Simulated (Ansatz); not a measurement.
**CH₆ClGaSi: a ladder of functionals and wavefunction methods**

How much do the methods differ for CH₆ClGaSi? The plan is to run it at one geometry with functionals of several rungs and with coupled cluster. The yardstick is the atomisation energy at the CCSD(T) limit.

The runs use Ansatz 0.2.0, Gaussian basis; functionals in def2-TZVPP, the program's frozen cores in correlated methods.

Plan: LDA (SPW92), PBE-D4, revPBE-D4, BLYP-D4, r2SCAN-D4, B97M-V, PBE0-D4, B3LYP-D4, r2SCANh-D4, r2SCAN0-D4, HSE06-D4, BHLYP-D4, CAM-B3LYP-D4, LC-ωPBE, ωB97X-V, ωB97M-V, B2PLYP, PBE-QIDH; CCSD(T)/def2-SVP; CCSD(T)/def2-TZVPP; MP2/def2-QZVPP; extrapolation to the limit; RPA on PBE.

1 further run of the same task is left out (it didn't finish).

**1. The geometry**

An earlier PBE0-D4 in a triple-zeta def2 set relaxation fixed the geometry.

SMILES `C[SiH2][GaH][Cl]`, 10 atoms, charge 0, spin multiplicity 1.

Atoms are counted from 1 here; the program's logs count them from 0.

Bond lengths: C1–Si2 1.877 Å, C1–H5 1.092 Å, C1–H6 1.092 Å, C1–H7 1.092 Å, Si2–Ga3 2.407 Å, Si2–H8 1.490 Å, Si2–H9 1.490 Å, Ga3–Cl4 2.165 Å, Ga3–H10 1.568 Å. Angles: Si2–C1–H5 111.0°, Si2–C1–H6 110.5°, Si2–C1–H7 111.0°, H5–C1–H6 108.1°, H5–C1–H7 108.0°, H6–C1–H7 108.1°, C1–Si2–Ga3 113.5°, C1–Si2–H8 110.4°, C1–Si2–H9 110.4°, Ga3–Si2–H8 107.4°, Ga3–Si2–H9 107.4°, H8–Si2–H9 107.4°, Si2–Ga3–Cl4 114.3°, Si2–Ga3–H10 133.2°, Cl4–Ga3–H10 112.5°.

As a file:

```
C     0.0168    1.6063    0.5356
Si   -0.5863    0.1168   -0.4346
Ga    0.7065   -1.8754   -0.0405
Cl    0.0315   -3.6101   -1.1451
H    -0.0262    1.4174    1.6103
H    -0.6031    2.4794    0.3196
H     1.0491    1.8508    0.2766
H    -2.0011   -0.1943   -0.0842
H    -0.5394    0.3952   -1.8979
H     1.9521   -2.1861    0.8602
```

**2. LDA**

This LDA is Slater exchange with PW92 correlation.

in.yaml reads:

```yaml
crystal:
  periodic: [false, false, false]
  atoms:
    - {symbol: C, position_ang: [0.016800, 1.606283, 0.535607]}
    - {symbol: Si, position_ang: [-0.586314, 0.116801, -0.434566]}
    - {symbol: Ga, position_ang: [0.706499, -1.875390, -0.040501]}
    - {symbol: Cl, position_ang: [0.031528, -3.610148, -1.145109]}
    - {symbol: H, position_ang: [-0.026205, 1.417370, 1.610327]}
    - {symbol: H, position_ang: [-0.603105, 2.479435, 0.319570]}
    - {symbol: H, position_ang: [1.049120, 1.850785, 0.276569]}
    - {symbol: H, position_ang: [-2.001084, -0.194321, -0.084176]}
    - {symbol: H, position_ang: [-0.539375, 0.395249, -1.897921]}
    - {symbol: H, position_ang: [1.952137, -2.186074, 0.860201]}
basis:
  gaussian: {orbitals: def2-TZVPP}
hamiltonian: {xc: lda}
output: {orbitals: {seedname: orbitals}}
```

Run with:

```console
$ ansatz run in.yaml --threads 2 --pin off --events-out ev --progress --plain --max-ram 4352MiB
```

Further steps of the session: PBE-D4 (GGA); revPBE-D4 (GGA); BLYP-D4 (GGA); r2SCAN-D4 (meta-GGA); B97M-V (meta-GGA); PBE0-D4 (hybrid); B3LYP-D4 (hybrid); r2SCANh-D4 (hybrid); r2SCAN0-D4 (hybrid); HSE06-D4 (hybrid); BHLYP-D4 (hybrid); CAM-B3LYP-D4 (range-separated); LC-ωPBE (range-separated); ωB97X-V (range-separated); ωB97M-V (range-separated); B2PLYP (double hybrid); PBE-QIDH (double hybrid); CCSD(T) in def2-SVP; CCSD(T) in def2-TZVPP; MP2 in def2-QZVPP; RPA on PBE orbitals.

Before running them: what should the planned runs give, taken together? Wanted: atomisation energy, CCSD(T)/CBS; farthest beyond LDA; mean size of error, GGA; mean size of error, meta-GGA; mean size of error, hybrid; mean size of error, range-separated; mean size of error, double hybrid; gap, smallest and largest; T1 diagnostic.

As calculated:

```
                               quantity                                                                                                                              value
        atomisation energy, CCSD(T)/CBS                                                                                                                          32.288 eV
    functionals within 0.323 eV (1.0 %)  PBE-D4, r2SCAN-D4, B97M-V, PBE0-D4, B3LYP-D4, r2SCANh-D4, r2SCAN0-D4, HSE06-D4, CAM-B3LYP-D4, LC-ωPBE, ωB97X-V, ωB97M-V, PBE-QIDH
                    farthest beyond LDA                                                                                                              revPBE-D4 (-0.678 eV)
                mean size of error, GGA                                                                                                                           0.476 eV
           mean size of error, meta-GGA                                                                                                                           0.152 eV
             mean size of error, hybrid                                                                                                                           0.241 eV
    mean size of error, range-separated                                                                                                                           0.155 eV
      mean size of error, double hybrid                                                                                                                           0.372 eV
              gap, smallest and largest                                                                                          3.55 eV (LDA (SPW92)), 10.20 eV (LC-ωPBE)
                          T1 diagnostic                                                                                                                             0.0120
triples share of the correlation energy                                                                                                                              3.8 %
```

What this shows: The LDA atomisation energy is off by 3.618 eV (11 %): it overbinds. PBE-D4 misses by -0.090 eV. Double hybrids carry the basis error of their MP2 part in triple zeta, and no dispersion term here, so their miss is partly the set-up's. The rungs meta-GGA, range-separated, hybrid miss on average by less than the doubt on the reference (0.323 eV), so they tie. The reference freezes the cores and leaves out relativity and excitations past (T), and its outer-core shells are covered unevenly, so misses under about 0.323 eV can't be ranked. Hartree-Fock recovers 76 % of the binding; the rest is correlation. CCSD(T) in def2-SVP is off by -1.852 eV, which most functionals beat. The gap grows from 3.6 to 10.2 eV across the functionals, mostly with the share of exact exchange. Correlated methods include outer-core shells of Ga, which these sets cover unevenly.
